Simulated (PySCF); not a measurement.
# C2H4BN: the cost of one run

Computed with PySCF 2.14.0, with density-fitted response routines of our own, on a single molecule in the gas phase. Atoms count from 0, in the outputs and in this text.

**1. Starting geometry**

8 atoms, charge 0, multiplicity 1; geometry from: PBE0-D3(BJ)/def2-SVP.

Bonds of the start (Å): C0–C1 1.22, C1–B2 1.54, B2–N3 1.39, C0–H4 1.08, B2–H5 1.21, N3–H6 1.01, N3–H7 1.01.

**2. NMR shieldings: HF/pcSseg-2**

The job: settings as JSON, then the geometry in Å.

```
{"job": {"kind": "nmr", "xc": "HF", "basis": "pcSseg-2", "pop": false}, "charge": 0, "multiplicity": 1}
C      2.119662    -0.339060     0.518956
C      0.999652     0.067213     0.266413
B     -0.402835     0.606763    -0.047134
N     -1.442741    -0.259134    -0.368338
H      3.111056    -0.690986     0.743230
H     -0.621049     1.796028    -0.018067
H     -1.332119    -1.264232    -0.411783
H     -2.376621     0.064859    -0.579814
```

Method: GIAO HF/pcSseg-2 NMR shielding, non-relativistic, gas phase.

Launch:

```
OMP_NUM_THREADS=1 python probes_run.py task.json out
```

The driver reads the jobs from task.json and runs them one after another.

**Question.** How long does this first job take on 1 thread of Arm Neoverse V1, shared host, and how much memory does it need?

About 5.7 s, with a peak of 0.83 GiB.
